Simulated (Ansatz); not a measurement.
# H10O3Si4: the cost of one run

Computed with Ansatz 0.2.0 (DFT B3LYP, Gaussian basis def2-tzvp, unless a step's input says otherwise).

### 1 The starting structure

Bond lengths (14 of 16 bonds, heavy atoms first): Si1–O3 1.641 Å, O3–Si4 1.656 Å, Si1–O8 1.636 Å, O8–Si9 1.658 Å, Si1–O13 1.635 Å, O13–Si14 1.656 Å, Si1–H2 1.480 Å, Si4–H5 1.495 Å, Si4–H6 1.492 Å, Si4–H7 1.495 Å, Si9–H10 1.495 Å, Si9–H11 1.495 Å, Si9–H12 1.492 Å, Si14–H15 1.495 Å. Angles (14 of 27 angles, heavy atoms first): O3–Si1–O8 108.4°, O3–Si1–O13 110.7°, O8–Si1–O13 110.1°, Si1–O3–Si4 144.7°, Si1–O8–Si9 143.2°, Si1–O13–Si14 146.6°, H2–Si1–O3 110.2°, H2–Si1–O8 109.7°, H2–Si1–O13 107.8°, O3–Si4–H5 110.3°, O3–Si4–H6 107.6°, O3–Si4–H7 110.3°, O8–Si9–H10 110.5°, O8–Si9–H11 110.4°.

Structure file:

```xyz
17

Si    0.0034    0.0914   -0.0761
H     0.6705    1.0620    0.8201
O     1.1098   -0.6397   -1.0421
Si    2.4737   -1.5794   -1.0662
H     2.1798   -2.9323   -0.5027
H     2.9069   -1.7093   -2.4877
H     3.5607   -0.9374   -0.2649
O    -1.0766    0.8707   -1.0266
Si   -1.2206    2.0600   -2.1723
H    -0.6425    3.3438   -1.6703
H    -0.5162    1.6605   -3.4289
H    -2.6755    2.2378   -2.4495
O    -0.7621   -1.0094    0.8603
Si   -1.9104   -1.2751    2.0236
H    -1.9823   -0.1158    2.9643
H    -3.2446   -1.4730    1.3796
H    -1.5293   -2.5092    2.7706
```

### 2 Relaxing the atoms: H10O3Si4

Contents of input.yaml:

```yaml
relax:
  f_tol: 0.001
  max_steps: 200
crystal:
  periodic: [false, false, false]
  atoms:
    - { symbol: Si, position_ang: [0.00341, 0.09138, -0.07608] }
    - { symbol: H, position_ang: [0.67049, 1.06204, 0.82014] }
    - { symbol: O, position_ang: [1.10982, -0.63972, -1.04211] }
    - { symbol: Si, position_ang: [2.47365, -1.57944, -1.06625] }
    - { symbol: H, position_ang: [2.17981, -2.93231, -0.50265] }
    - { symbol: H, position_ang: [2.90693, -1.70932, -2.4877] }
    - { symbol: H, position_ang: [3.56069, -0.93743, -0.26487] }
    - { symbol: O, position_ang: [-1.0766, 0.8707, -1.0266] }
    - { symbol: Si, position_ang: [-1.22056, 2.06001, -2.17225] }
    - { symbol: H, position_ang: [-0.64252, 3.34379, -1.67033] }
    - { symbol: H, position_ang: [-0.51621, 1.66049, -3.42887] }
    - { symbol: H, position_ang: [-2.67549, 2.23781, -2.44952] }
    - { symbol: O, position_ang: [-0.76211, -1.00944, 0.86027] }
    - { symbol: Si, position_ang: [-1.91036, -1.27505, 2.02359] }
    - { symbol: H, position_ang: [-1.98226, -0.11575, 2.96431] }
    - { symbol: H, position_ang: [-3.24461, -1.47298, 1.37958] }
    - { symbol: H, position_ang: [-1.52932, -2.50917, 2.77057] }
basis:
  gaussian: { orbitals: def2-tzvp }
hamiltonian:
  xc: { name: B3LYP }
```

Started as:

```
> ansatz run input.yaml --threads 8 --pin off --max-ram 8192MiB --backend cpu --events-out ev --progress --plain --runs-dir out
```

What time and memory should one allow on 8 threads of Arm Neoverse N1, shared host?

About 8.2 min, with a peak of 1.3 GiB.
